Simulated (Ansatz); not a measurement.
# H6N2O2Zr: one species, many methods

The task here is to estimate one member of a computed series from the others.

Computed with Ansatz 0.2.0, Gaussian basis. Level: functionals in def2-TZVPP, the program's frozen cores in correlated methods.

The runs, in order: LDA (SPW92), PBE-D4, revPBE-D4, BLYP-D4, r2SCAN-D4, B97M-V, PBE0-D4, B3LYP-D4, r2SCANh-D4, r2SCAN0-D4, HSE06-D4, BHLYP-D4, CAM-B3LYP-D4, LC-ωPBE, ωB97X-V, ωB97M-V, B2PLYP, PBE-QIDH; CCSD(T)/def2-SVP; CCSD(T)/def2-TZVPP; MP2/def2-QZVPP; extrapolation to the limit; RPA on PBE.

### The geometry

An earlier PBE0-D4 in a triple-zeta def2 set relaxation fixed the geometry. Zr takes the def2 core potential; no spin-orbit term is included.

SMILES `[NH2][Zr]([NH2])([OH])[OH]`, 11 atoms, charge 0, spin multiplicity 1.

Atoms are counted from 1 here; the program's logs count them from 0.

Bond lengths: N1–Zr2 2.046 Å, N1–H6 1.010 Å, N1–H7 1.011 Å, Zr2–N3 2.045 Å, Zr2–O4 1.942 Å, Zr2–O5 1.937 Å, N3–H8 1.011 Å, N3–H9 1.011 Å, O4–H10 0.954 Å, O5–H11 0.952 Å. Angles: Zr2–N1–H6 125.7°, Zr2–N1–H7 125.4°, H6–N1–H7 108.7°, N1–Zr2–N3 107.1°, N1–Zr2–O4 111.9°, N1–Zr2–O5 106.0°, N3–Zr2–O4 105.0°, N3–Zr2–O5 113.5°, O4–Zr2–O5 113.3°, Zr2–N3–H8 124.6°, Zr2–N3–H9 126.4°, H8–N3–H9 108.7°, Zr2–O4–H10 147.7°, Zr2–O5–H11 158.7°.

Coordinates:

```mol
H6N2O2Zr
  3D, bonds by distance, orders not assigned

 11 10  0  0  0  0  0  0  0  0999 V2000
   -1.6217    0.3716    0.8390 N   0  0
    0.0297   -0.0292   -0.3006 Zr  0  0
    1.5692   -0.4216    0.9867 N   0  0
    0.6039    1.5245   -1.3145 O   0  0
   -0.4475   -1.5383   -1.4179 O   0  0
   -1.6132    0.7453    1.7773 H   0  0
   -2.5761    0.1616    0.5817 H   0  0
    2.3920    0.1559    1.0901 H   0  0
    1.6926   -1.2617    1.5348 H   0  0
    0.4143    2.4126   -1.6055 H   0  0
   -0.4431   -2.1207   -2.1711 H   0  0
  1  2  8  0
  2  3  8  0
  2  4  8  0
  2  5  8  0
  1  6  8  0
  1  7  8  0
  3  8  8  0
  3  9  8  0
  4 10  8  0
  5 11  8  0
M  END
```

The first run:

Contents of in.yaml:

```yaml
crystal:
  periodic: [false, false, false]
  atoms:
    - {symbol: N, position_ang: [-1.621683, 0.371603, 0.838968]}
    - {symbol: Zr, position_ang: [0.029675, -0.029157, -0.300554]}
    - {symbol: N, position_ang: [1.569164, -0.421596, 0.986713]}
    - {symbol: O, position_ang: [0.603886, 1.524534, -1.314535]}
    - {symbol: O, position_ang: [-0.447518, -1.538347, -1.417890]}
    - {symbol: H, position_ang: [-1.613220, 0.745268, 1.777300]}
    - {symbol: H, position_ang: [-2.576086, 0.161628, 0.581734]}
    - {symbol: H, position_ang: [2.391999, 0.155886, 1.090137]}
    - {symbol: H, position_ang: [1.692592, -1.261656, 1.534762]}
    - {symbol: H, position_ang: [0.414324, 2.412561, -1.605541]}
    - {symbol: H, position_ang: [-0.443133, -2.120705, -2.171094]}
basis:
  gaussian: {orbitals: def2-TZVPP}
hamiltonian: {xc: lda}
output: {orbitals: {seedname: orbitals}}
```

Launch:

```sh
$ ansatz run in.yaml --threads 4 --pin off --events-out ev --progress --plain --max-ram 10444MiB
```

Steps of the session up to this table: LDA; PBE-D4 (GGA); revPBE-D4 (GGA); BLYP-D4 (GGA); r2SCAN-D4 (meta-GGA); B97M-V (meta-GGA); B3LYP-D4 (hybrid); r2SCANh-D4 (hybrid); r2SCAN0-D4 (hybrid); HSE06-D4 (hybrid); BHLYP-D4 (hybrid); CAM-B3LYP-D4 (range-separated); LC-ωPBE (range-separated); ωB97X-V (range-separated); ωB97M-V (range-separated); B2PLYP (double hybrid); PBE-QIDH (double hybrid).

One table of the session follows, with a row left open; its other results are not shown here.

It belongs to the step «Frontier levels by functional». 

| functional | HOMO (eV) | gap (eV) |
| --- | --- | --- |
| LDA (SPW92) | -5.55 | 4.56 |
| PBE-D4 | -5.36 | 4.57 |
| revPBE-D4 | -5.29 | 4.56 |
| BLYP-D4 | -5.24 | 4.47 |
| r2SCAN-D4 | -5.64 | 5.13 |
| B97M-V | -5.69 | 5.00 |
| PBE0-D4 | -6.73 | 6.63 |
| B3LYP-D4 | ? | ? |
| r2SCANh-D4 | -6.16 | 5.99 |
| r2SCAN0-D4 | -6.94 | 7.18 |
| HSE06-D4 | -6.33 | 5.90 |
| BHLYP-D4 | -8.03 | 8.36 |
| CAM-B3LYP-D4 | -8.16 | 8.63 |
| LC-ωPBE | -9.55 | 11.04 |
| ωB97X-V | -9.17 | 10.53 |
| ωB97M-V | -9.09 | 9.89 |

Estimate the missing values for B3LYP-D4.

Worked estimate for «HOMO (eV)». Against the share of exact exchange, BLYP-D4 (0, -5.24), BHLYP-D4 (0.5, -8.03) give a slope of -5.58 per unit share; at 0.2 the line stands at -6.36.

**Answer.** HOMO (eV): -6.50; gap (eV): 6.11. In «HOMO (eV)» the line misses by +0.14.
